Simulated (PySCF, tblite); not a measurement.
# CH2F3V: changes of charge, part 2 of 2

tblite 0.8.0 and PySCF 2.14.0. Atoms count from 0. Earlier steps stand in the parts before.

## 14. Single point (CH₂F₃V): B3LYP-D3(BJ)/ma-def2-SVP in tetrahydrofuran

Geometry: BP86-D3(BJ)/def2-SVP.

What the job is given:

```
{"job": {"kind": "sp", "xc": "B3LYP", "basis": "ma-def2-SVP", "d3": "d3bj", "grid": 2, "solvent": "tetrahydrofuran"}, "charge": 0, "multiplicity": 1}
V      0.080494     0.095196    -0.707020
C     -0.074453    -0.003254     1.064801
H     -0.945583     0.423775     1.600149
H      0.666772    -0.576132     1.657382
F      1.759352     0.047102    -1.059459
F     -0.903550     1.395102    -1.224666
F     -0.577880    -1.385146    -1.348101
```

The log of the run:

```text
final grid: 70056 points
cycle   1  E = -1282.6131380201  dE =  1.397e-04  |g| = 6.521e-02  |ddm| = 2.586e-01
cycle   2  E = -1282.5999165641  dE =  1.322e-02  |g| = 2.449e-01  |ddm| = 2.685e-01
cycle   3  E = -1282.6133124452  dE = -1.340e-02  |g| = 6.798e-02  |ddm| = 2.664e-01
cycle   4  E = -1282.6141488121  dE = -8.364e-04  |g| = 2.434e-03  |ddm| = 6.504e-02
cycle   5  E = -1282.6141495363  dE = -7.242e-07  |g| = 1.762e-03  |ddm| = 2.864e-03
cycle   6  E = -1282.6141501653  dE = -6.290e-07  |g| = 7.164e-04  |ddm| = 2.457e-03
cycle   7  E = -1282.6141502640  dE = -9.875e-08  |g| = 3.054e-04  |ddm| = 6.516e-04
cycle   8  E = -1282.6141502885  dE = -2.447e-08  |g| = 7.156e-05  |ddm| = 3.072e-04
cycle   9  E = -1282.6141502909  dE = -2.381e-09  |g| = 1.670e-05  |ddm| = 2.420e-04
converged SCF energy = -1282.6141502909
```

Run time: 3.6 s. Hardware: 1 thread of Arm Neoverse V1, shared host; peak memory 0.56 GiB.

## 15. Single point (CH2F3V+ (doublet)): B3LYP-D3(BJ)/ma-def2-SVP in tetrahydrofuran

Geometry: BP86-D3(BJ)/def2-SVP.

What the job is given:

```
{"job": {"kind": "sp", "xc": "B3LYP", "basis": "ma-def2-SVP", "d3": "d3bj", "grid": 2, "solvent": "tetrahydrofuran"}, "charge": 1, "multiplicity": 2}
V      0.080860     0.062230    -0.800086
C     -0.077168    -0.023853     1.110796
H     -0.964612     0.402143     1.632790
H      0.705542    -0.525182     1.725211
F      1.719626     0.096063    -1.124681
F     -0.837090     1.372265    -1.277673
F     -0.605088    -1.383681    -1.316283
```

The log of the run:

```text
final grid: 70056 points
cycle   1  E = -1282.3319217180  dE = -5.385e-05  |g| = 6.368e-02  |ddm| = 2.462e-01
cycle   2  E = -1282.3253284515  dE =  6.593e-03  |g| = 1.417e-01  |ddm| = 1.716e-01
cycle   3  E = -1282.3337132416  dE = -8.385e-03  |g| = 1.390e-02  |ddm| = 1.181e-01
cycle   4  E = -1282.3337382460  dE = -2.500e-05  |g| = 1.403e-02  |ddm| = 2.376e-02
cycle   5  E = -1282.3338260709  dE = -8.782e-05  |g| = 5.327e-03  |ddm| = 1.460e-02
cycle   6  E = -1282.3338455646  dE = -1.949e-05  |g| = 4.777e-03  |ddm| = 8.580e-03
cycle   7  E = -1282.3338719976  dE = -2.643e-05  |g| = 1.840e-03  |ddm| = 1.491e-02
cycle   8  E = -1282.3338776454  dE = -5.648e-06  |g| = 2.234e-04  |ddm| = 1.022e-02
cycle   9  E = -1282.3338778321  dE = -1.867e-07  |g| = 1.091e-04  |ddm| = 1.696e-03
cycle  10  E = -1282.3338778565  dE = -2.441e-08  |g| = 4.873e-05  |ddm| = 3.893e-04
cycle  11  E = -1282.3338778606  dE = -4.017e-09  |g| = 3.370e-05  |ddm| = 1.842e-04
converged SCF energy = -1282.3338778606
```

Wall time 7.4 s (1 thread of Arm Neoverse V1, shared host); peak memory 0.56 GiB.

## 16. Changes of charge: B3LYP-D3(BJ)/ma-def2-SVP

This step combines the energies above: geometries from BP86-D3(BJ)/def2-SVP, zero-point and thermal terms from GFN2-xTB.

What the job is given:

```
{"job": {"kind": "rx", "dirs": [1], "deep": 3, "geom": {"xc": "BP86", "basis": "def2-SVP", "d3": "d3bj", "grid": 1}, "level": {"xc": "B3LYP", "basis": "ma-def2-SVP", "d3": "d3bj", "solvents": ["acetonitrile", "tetrahydrofuran"]}}, "charge": 0, "multiplicity": 1}
V      0.080494     0.095196    -0.707020
C     -0.074453    -0.003254     1.064801
H     -0.945583     0.423775     1.600149
H      0.666772    -0.576132     1.657382
F      1.759352     0.047102    -1.059459
F     -0.903550     1.395102    -1.224666
F     -0.577880    -1.385146    -1.348101
```

Output (the driver's rows laid out field by field):

```text
ionisation and electron attachment, B3LYP-D3(BJ)/ma-def2-SVP // BP86-D3(BJ)/def2-SVP

row 1
  change                  oxidation
  charge                  1
  multiplicity            2
  vertical_ev             10.2991
  vertical_s2             0.753
  formula                 CH2F3V
  kept                    yes
  pieces                  1
  point_group             C1
  adiabatic_electronic_ev 9.9621
  adiabatic_ev            9.93
  free_energy_ev          9.8983
  s2                      0.753
  bonds_moved             0 1 1.781 1.919; 0 6 1.742 1.682; 0 4 1.716 1.671; 0 5 1.711 1.669
  spin_on                 1 C 0.504; 0 V 0.435; 6 F 0.085
  charge_moved            1 C 0.277; 6 F 0.177; 4 F 0.151; 5 F 0.147
  vertical_back_ev        9.516
  relaxation_parent_ev    0.4461
  relaxation_ion_ev       0.337
  reorganisation_ev       0.7831
  solution                solvent acetonitrile, absolute_potential_v 7.2646, solvation_parent_kj -21.94, solvation_ion_kj -276.05; solvent tetrahydrofuran, absolute_potential_v 7.5628, solvation_parent_kj -18.35, solvation_ion_kj -243.69
```

Wall time 5.1 min (1 thread of Arm Neoverse V1, shared host); peak memory 0.56 GiB.

Energy taken up on oxidation, or given off on reduction (eV; adiabatic with zero-point energy):

| change | product | vertical | adiabatic | free energy | reorganisation | ⟨S²⟩ |
| --- | --- | --- | --- | --- | --- | --- |
| oxidation (multiplicity 2) | CH2F3V | 10.30 | 9.93 | 9.90 | 0.78 | 0.75 |

On oxidation to multiplicity 2 charge changes most on C1 (+0.28 e), F6 (+0.18 e), F4 (+0.15 e); the spin sits on C1 (0.50), V0 (0.43), F6 (0.09); the bond V0–C1 goes from 1.781 to 1.919 Å; the absolute potential is 7.26 V in acetonitrile, 7.56 V in tetrahydrofuran.

## 17. Single point (CH2F3V): M06-2X/def2-SVP

Geometry: BP86-D3(BJ)/def2-SVP.

What the job is given:

```
{"job": {"kind": "sp", "xc": "M06-2X", "basis": "def2-SVP", "grid": 3}, "charge": 0, "multiplicity": 1}
V      0.080494     0.095196    -0.707020
C     -0.074453    -0.003254     1.064801
H     -0.945583     0.423775     1.600149
H      0.666772    -0.576132     1.657382
F      1.759352     0.047102    -1.059459
F     -0.903550     1.395102    -1.224666
F     -0.577880    -1.385146    -1.348101
```

The log of the run:

```text
coarse grid: 33584 points
cycle   1  E = -1282.0240324480  dE = -5.168e-02  |g| = 1.219e+00  |ddm| = 2.919e+00
cycle   2  E = -1277.9241393419  dE =  4.100e+00  |g| = 5.311e+00  |ddm| = 2.797e+00
cycle   3  E = -1282.2982483224  dE = -4.374e+00  |g| = 4.477e-01  |ddm| = 2.073e+00
cycle   4  E = -1282.3166194004  dE = -1.837e-02  |g| = 2.495e-01  |ddm| = 3.009e-01
cycle   5  E = -1282.3297894442  dE = -1.317e-02  |g| = 5.112e-02  |ddm| = 1.644e-01
cycle   6  E = -1282.3304049533  dE = -6.155e-04  |g| = 1.859e-02  |ddm| = 4.757e-02
cycle   7  E = -1282.3304947675  dE = -8.981e-05  |g| = 7.569e-03  |ddm| = 1.507e-02
cycle   8  E = -1282.3305115325  dE = -1.677e-05  |g| = 3.283e-03  |ddm| = 6.953e-03
cycle   9  E = -1282.3305196964  dE = -8.164e-06  |g| = 1.026e-03  |ddm| = 6.775e-03
final grid: 97424 points
cycle  10  E = -1282.3306049472  dE = -5.328e-06  |g| = 1.395e-03  |ddm| = 6.443e-03
cycle  11  E = -1282.3306049923  dE = -4.509e-08  |g| = 2.220e-03  |ddm| = 2.988e-03
cycle  12  E = -1282.3306060207  dE = -1.028e-06  |g| = 1.203e-03  |ddm| = 2.027e-03
cycle  13  E = -1282.3306064458  dE = -4.251e-07  |g| = 4.197e-04  |ddm| = 9.338e-04
cycle  14  E = -1282.3306066596  dE = -2.138e-07  |g| = 3.282e-04  |ddm| = 1.293e-03
cycle  15  E = -1282.3306067374  dE = -7.785e-08  |g| = 7.397e-05  |ddm| = 8.675e-04
cycle  16  E = -1282.3306067459  dE = -8.502e-09  |g| = 1.987e-05  |ddm| = 3.542e-04
converged SCF energy = -1282.3306067459
```

Wall time 7.1 s (1 thread of Arm Neoverse V1, shared host); peak memory 0.52 GiB.

## 18. Single point (CH₂F₃V+ (doublet)): M06-2X/def2-SVP

Geometry: BP86-D3(BJ)/def2-SVP, that of another charge or spin state.

Settings changed since step 17:

```diff
@@ -1,2 +1,2 @@
-{"job": {"kind": "sp", "xc": "M06-2X", "basis": "def2-SVP", "grid": 3}, "charge": 0, "multiplicity": 1}
+{"job": {"kind": "sp", "xc": "M06-2X", "basis": "def2-SVP", "grid": 3}, "charge": 1, "multiplicity": 2}
 V      0.080494     0.095196    -0.707020
```

The log of the run:

```text
final grid: 97424 points
cycle   1  E = -1281.7528885913  dE =  1.440e-01  |g| = 7.285e-01  |ddm| = 6.188e-01
cycle   2  E = -1281.2712005601  dE =  4.817e-01  |g| = 1.180e+00  |ddm| = 1.102e+00
cycle   3  E = -1281.9328265837  dE = -6.616e-01  |g| = 1.909e-01  |ddm| = 8.512e-01
cycle   4  E = -1281.9450247651  dE = -1.220e-02  |g| = 8.724e-02  |ddm| = 1.635e-01
cycle   5  E = -1281.9475889376  dE = -2.564e-03  |g| = 3.586e-02  |ddm| = 7.063e-02
cycle   6  E = -1281.9481793634  dE = -5.904e-04  |g| = 8.026e-03  |ddm| = 2.512e-02
cycle   7  E = -1281.9482167535  dE = -3.739e-05  |g| = 3.534e-03  |ddm| = 6.491e-03
cycle   8  E = -1281.9482574740  dE = -4.072e-05  |g| = 2.430e-03  |ddm| = 1.073e-02
cycle   9  E = -1281.9482823861  dE = -2.491e-05  |g| = 1.890e-03  |ddm| = 1.122e-02
cycle  10  E = -1281.9482913741  dE = -8.988e-06  |g| = 1.269e-03  |ddm| = 6.228e-03
cycle  11  E = -1281.9482976568  dE = -6.283e-06  |g| = 6.088e-04  |ddm| = 6.976e-03
cycle  12  E = -1281.9482988884  dE = -1.232e-06  |g| = 4.314e-04  |ddm| = 2.448e-03
cycle  13  E = -1281.9482997090  dE = -8.207e-07  |g| = 2.950e-04  |ddm| = 2.652e-03
cycle  14  E = -1281.9482999577  dE = -2.487e-07  |g| = 8.595e-05  |ddm| = 1.728e-03
cycle  15  E = -1281.9482999902  dE = -3.251e-08  |g| = 5.040e-05  |ddm| = 5.993e-04
cycle  16  E = -1281.9482999944  dE = -4.125e-09  |g| = 3.389e-05  |ddm| = 1.130e-04
converged SCF energy = -1281.9482999944
```

Wall time 73 s (1 thread of Arm Neoverse V1, shared host); peak memory 0.53 GiB.

## 19. Single point (CH₂F₃V): M06-2X/def2-SVP

Geometry: BP86-D3(BJ)/def2-SVP, that of another charge or spin state.

What the job is given:

```
{"job": {"kind": "sp", "xc": "M06-2X", "basis": "def2-SVP", "grid": 3}, "charge": 0, "multiplicity": 1}
V      0.080860     0.062230    -0.800086
C     -0.077168    -0.023853     1.110796
H     -0.964612     0.402143     1.632790
H      0.705542    -0.525182     1.725211
F      1.719626     0.096063    -1.124681
F     -0.837090     1.372265    -1.277673
F     -0.605088    -1.383681    -1.316283
```

The log of the run:

```text
coarse grid: 33584 points
cycle   1  E = -1282.0188871827  dE = -4.048e-02  |g| = 1.203e+00  |ddm| = 2.907e+00
cycle   2  E = -1278.2472637088  dE =  3.772e+00  |g| = 5.049e+00  |ddm| = 2.746e+00
cycle   3  E = -1282.2832982013  dE = -4.036e+00  |g| = 4.303e-01  |ddm| = 2.083e+00
cycle   4  E = -1282.2866827345  dE = -3.385e-03  |g| = 3.403e-01  |ddm| = 3.552e-01
cycle   5  E = -1282.3123761839  dE = -2.569e-02  |g| = 5.190e-02  |ddm| = 2.185e-01
cycle   6  E = -1282.3129727238  dE = -5.965e-04  |g| = 2.299e-02  |ddm| = 4.555e-02
cycle   7  E = -1282.3131404947  dE = -1.678e-04  |g| = 7.734e-03  |ddm| = 2.115e-02
cycle   8  E = -1282.3131801920  dE = -3.970e-05  |g| = 3.902e-03  |ddm| = 1.509e-02
cycle   9  E = -1282.3131953055  dE = -1.511e-05  |g| = 2.238e-03  |ddm| = 1.115e-02
cycle  10  E = -1282.3132013674  dE = -6.062e-06  |g| = 7.179e-04  |ddm| = 9.454e-03
final grid: 97424 points
cycle  11  E = -1282.3133361680  dE = -4.137e-06  |g| = 1.467e-03  |ddm| = 6.387e-03
cycle  12  E = -1282.3133361916  dE = -2.353e-08  |g| = 1.918e-03  |ddm| = 2.626e-03
cycle  13  E = -1282.3133367651  dE = -5.736e-07  |g| = 1.115e-03  |ddm| = 1.789e-03
cycle  14  E = -1282.3133370503  dE = -2.851e-07  |g| = 2.884e-04  |ddm| = 7.407e-04
cycle  15  E = -1282.3133371697  dE = -1.194e-07  |g| = 3.097e-04  |ddm| = 9.045e-04
cycle  16  E = -1282.3133372656  dE = -9.594e-08  |g| = 1.253e-04  |ddm| = 9.618e-04
cycle  17  E = -1282.3133372973  dE = -3.169e-08  |g| = 2.826e-05  |ddm| = 8.336e-04
cycle  18  E = -1282.3133372991  dE = -1.768e-09  |g| = 2.054e-05  |ddm| = 1.379e-04
converged SCF energy = -1282.3133372991
```

It took 7.7 s on 1 thread of Arm Neoverse V1, shared host; peak memory 0.52 GiB.

## 20. Single point (CH₂F₃V+ (doublet)): M06-2X/def2-SVP

Geometry: BP86-D3(BJ)/def2-SVP.

Settings changed since step 19:

```diff
@@ -1,2 +1,2 @@
-{"job": {"kind": "sp", "xc": "M06-2X", "basis": "def2-SVP", "grid": 3}, "charge": 0, "multiplicity": 1}
+{"job": {"kind": "sp", "xc": "M06-2X", "basis": "def2-SVP", "grid": 3}, "charge": 1, "multiplicity": 2}
 V      0.080860     0.062230    -0.800086
```

The log of the run:

```text
final grid: 97424 points
cycle   1  E = -1281.7574224767  dE =  1.544e-01  |g| = 7.537e-01  |ddm| = 6.333e-01
cycle   2  E = -1281.2237412676  dE =  5.337e-01  |g| = 1.213e+00  |ddm| = 1.217e+00
cycle   3  E = -1281.9436767253  dE = -7.199e-01  |g| = 2.182e-01  |ddm| = 9.764e-01
cycle   4  E = -1281.9609465161  dE = -1.727e-02  |g| = 9.349e-02  |ddm| = 1.806e-01
cycle   5  E = -1281.9638966567  dE = -2.950e-03  |g| = 4.336e-02  |ddm| = 7.870e-02
cycle   6  E = -1281.9648647105  dE = -9.681e-04  |g| = 1.009e-02  |ddm| = 3.213e-02
cycle   7  E = -1281.9649788592  dE = -1.141e-04  |g| = 6.803e-03  |ddm| = 1.038e-02
cycle   8  E = -1281.9652548883  dE = -2.760e-04  |g| = 7.405e-03  |ddm| = 3.315e-02
cycle   9  E = -1281.9656310611  dE = -3.762e-04  |g| = 5.582e-03  |ddm| = 6.031e-02
cycle  10  E = -1281.9657855351  dE = -1.545e-04  |g| = 3.093e-03  |ddm| = 4.029e-02
cycle  11  E = -1281.9658476018  dE = -6.207e-05  |g| = 1.040e-03  |ddm| = 3.448e-02
cycle  12  E = -1281.9658515987  dE = -3.997e-06  |g| = 8.070e-04  |ddm| = 5.995e-03
cycle  13  E = -1281.9658534636  dE = -1.865e-06  |g| = 3.739e-04  |ddm| = 3.728e-03
cycle  14  E = -1281.9658541457  dE = -6.821e-07  |g| = 2.268e-04  |ddm| = 2.085e-03
cycle  15  E = -1281.9658544553  dE = -3.096e-07  |g| = 1.571e-04  |ddm| = 2.434e-03
cycle  16  E = -1281.9658545185  dE = -6.318e-08  |g| = 8.848e-05  |ddm| = 8.135e-04
cycle  17  E = -1281.9658545458  dE = -2.730e-08  |g| = 6.316e-05  |ddm| = 3.567e-04
cycle  18  E = -1281.9658545614  dE = -1.562e-08  |g| = 5.016e-05  |ddm| = 5.804e-04
cycle  19  E = -1281.9658545701  dE = -8.658e-09  |g| = 2.507e-05  |ddm| = 2.856e-04
converged SCF energy = -1281.9658545701
```

Run time: 82 s. Hardware: 1 thread of Arm Neoverse V1, shared host; peak memory 0.53 GiB.

## 21. Single point (CH₂F₃V): M06-2X/def2-SVP in acetonitrile

Geometry: BP86-D3(BJ)/def2-SVP.

What the job is given:

```
{"job": {"kind": "sp", "xc": "M06-2X", "basis": "def2-SVP", "grid": 3, "solvent": "acetonitrile"}, "charge": 0, "multiplicity": 1}
V      0.080494     0.095196    -0.707020
C     -0.074453    -0.003254     1.064801
H     -0.945583     0.423775     1.600149
H      0.666772    -0.576132     1.657382
F      1.759352     0.047102    -1.059459
F     -0.903550     1.395102    -1.224666
F     -0.577880    -1.385146    -1.348101
```

The log of the run:

```text
final grid: 97424 points
cycle   1  E = -1282.3393379557  dE = -7.548e-04  |g| = 5.225e-02  |ddm| = 1.147e-01
cycle   2  E = -1282.3371967616  dE =  2.141e-03  |g| = 1.069e-01  |ddm| = 1.054e-01
cycle   3  E = -1282.3397524344  dE = -2.556e-03  |g| = 3.087e-02  |ddm| = 8.504e-02
cycle   4  E = -1282.3399350859  dE = -1.827e-04  |g| = 6.123e-03  |ddm| = 1.566e-02
cycle   5  E = -1282.3399495097  dE = -1.442e-05  |g| = 2.284e-03  |ddm| = 8.417e-03
cycle   6  E = -1282.3399534192  dE = -3.910e-06  |g| = 9.069e-04  |ddm| = 4.817e-03
cycle   7  E = -1282.3399548801  dE = -1.461e-06  |g| = 4.284e-04  |ddm| = 4.067e-03
cycle   8  E = -1282.3399551153  dE = -2.352e-07  |g| = 1.909e-04  |ddm| = 1.831e-03
cycle   9  E = -1282.3399551385  dE = -2.321e-08  |g| = 5.140e-05  |ddm| = 4.930e-04
cycle  10  E = -1282.3399551427  dE = -4.221e-09  |g| = 2.597e-05  |ddm| = 1.781e-04
converged SCF energy = -1282.3399551427
```

Run time: 6.2 s. Hardware: 1 thread of Arm Neoverse V1, shared host; peak memory 0.55 GiB.

## 22. Single point (CH₂F₃V+ (doublet)): M06-2X/def2-SVP in acetonitrile

Geometry: BP86-D3(BJ)/def2-SVP.

What the job is given:

```
{"job": {"kind": "sp", "xc": "M06-2X", "basis": "def2-SVP", "grid": 3, "solvent": "acetonitrile"}, "charge": 1, "multiplicity": 2}
V      0.080860     0.062230    -0.800086
C     -0.077168    -0.023853     1.110796
H     -0.964612     0.402143     1.632790
H      0.705542    -0.525182     1.725211
F      1.719626     0.096063    -1.124681
F     -0.837090     1.372265    -1.277673
F     -0.605088    -1.383681    -1.316283
```

The log of the run:

```text
final grid: 97424 points
cycle   1  E = -1282.0762240828  dE = -2.489e-03  |g| = 4.951e-02  |ddm| = 1.178e-01
cycle   2  E = -1282.0759390962  dE =  2.850e-04  |g| = 6.303e-02  |ddm| = 6.972e-02
cycle   3  E = -1282.0773216949  dE = -1.383e-03  |g| = 1.892e-02  |ddm| = 4.256e-02
cycle   4  E = -1282.0775456218  dE = -2.239e-04  |g| = 9.384e-03  |ddm| = 2.017e-02
cycle   5  E = -1282.0777258247  dE = -1.802e-04  |g| = 4.370e-03  |ddm| = 2.268e-02
cycle   6  E = -1282.0778477370  dE = -1.219e-04  |g| = 2.688e-03  |ddm| = 2.643e-02
cycle   7  E = -1282.0778915034  dE = -4.377e-05  |g| = 1.742e-03  |ddm| = 1.952e-02
cycle   8  E = -1282.0778990668  dE = -7.563e-06  |g| = 6.369e-04  |ddm| = 7.989e-03
cycle   9  E = -1282.0779008402  dE = -1.773e-06  |g| = 4.471e-04  |ddm| = 2.554e-03
cycle  10  E = -1282.0779021922  dE = -1.352e-06  |g| = 2.167e-04  |ddm| = 3.379e-03
cycle  11  E = -1282.0779025773  dE = -3.851e-07  |g| = 8.331e-05  |ddm| = 2.210e-03
cycle  12  E = -1282.0779026056  dE = -2.831e-08  |g| = 7.808e-05  |ddm| = 4.049e-04
cycle  13  E = -1282.0779026150  dE = -9.395e-09  |g| = 4.119e-05  |ddm| = 1.751e-04
converged SCF energy = -1282.0779026150
```

It took 14 s on 1 thread of Arm Neoverse V1, shared host; peak memory 0.55 GiB.

## 23. Changes of charge: M06-2X/def2-SVP

This step combines the energies above: geometries from BP86-D3(BJ)/def2-SVP, zero-point and thermal terms from GFN2-xTB.

What the job is given:

```
{"job": {"kind": "rx", "dirs": [1], "deep": 3, "geom": {"xc": "BP86", "basis": "def2-SVP", "d3": "d3bj", "grid": 1}, "level": {"xc": "M06-2X", "basis": "def2-SVP", "grid": 3, "solvents": ["acetonitrile"]}}, "charge": 0, "multiplicity": 1}
V      0.080494     0.095196    -0.707020
C     -0.074453    -0.003254     1.064801
H     -0.945583     0.423775     1.600149
H      0.666772    -0.576132     1.657382
F      1.759352     0.047102    -1.059459
F     -0.903550     1.395102    -1.224666
F     -0.577880    -1.385146    -1.348101
```

Output (the driver's rows laid out field by field):

```text
ionisation and electron attachment, M06-2X/def2-SVP // BP86-D3(BJ)/def2-SVP

row 1
  change                  oxidation
  charge                  1
  multiplicity            2
  vertical_ev             10.4031
  vertical_s2             0.755
  formula                 CH2F3V
  kept                    yes
  pieces                  1
  point_group             C1
  adiabatic_electronic_ev 9.9254
  adiabatic_ev            9.8933
  free_energy_ev          9.8616
  s2                      0.757
  bonds_moved             0 1 1.781 1.919; 0 6 1.742 1.682; 0 4 1.716 1.671; 0 5 1.711 1.669
  spin_on                 0 V 0.741; 1 C 0.214
  charge_moved            1 C 0.343; 6 F 0.145; 4 F 0.127; 5 F 0.124
  vertical_back_ev        9.4555
  relaxation_parent_ev    0.4699
  relaxation_ion_ev       0.4777
  reorganisation_ev       0.9476
  solution                solvent acetonitrile, absolute_potential_v 7.067, solvation_parent_kj -24.54, solvation_ion_kj -294.18
```

Wall time 3.2 min (1 thread of Arm Neoverse V1, shared host); peak memory 0.55 GiB.

Energy taken up on oxidation, or given off on reduction (eV; adiabatic with zero-point energy):

| change | product | vertical | adiabatic | free energy | reorganisation | ⟨S²⟩ |
| --- | --- | --- | --- | --- | --- | --- |
| oxidation (multiplicity 2) | CH2F3V | 10.40 | 9.89 | 9.86 | 0.95 | 0.76 |

On oxidation to multiplicity 2 charge changes most on C1 (+0.34 e), F6 (+0.14 e), F4 (+0.13 e); the spin sits on V0 (0.74), C1 (0.21); the bond V0–C1 goes from 1.781 to 1.919 Å; the absolute potential is 7.07 V in acetonitrile.

## 24. Outcome

This closing draws on all 2 parts.

| quantity | value |
| --- | --- |
| strongest single infrared mode (GFN2-xTB) | 741 cm⁻¹, 128 km/mol |
| zero-point energy (GFN2-xTB) | 17.8 kcal/mol |
| rotational constants (main isotopes) | 3.80, 3.39, 3.21 GHz |
| ionisation energy (B3LYP-D3(BJ)/ma-def2-SVP) | vertical 10.30 eV, adiabatic 9.93 eV |
| ionisation energy (M06-2X/def2-SVP) | vertical 10.40 eV, adiabatic 9.89 eV |

In words: No mode is imaginary among the 15: a minimum at this level. Unscaled tight-binding wavenumbers are off by several per cent, some by more. Its intensities can rank the bands wrongly. Over 10 steps the energy fell by 0.802 eV; of the close pairs, V0–F4 changed most, 1.602 to 1.716 Å (BP86/def2-SVP). At B3LYP-D3(BJ)/ma-def2-SVP, relaxation with the zero-point term after oxidation moves the energy taken up from 10.30 eV (vertical) to 9.93 eV (adiabatic, with zero-point energy).
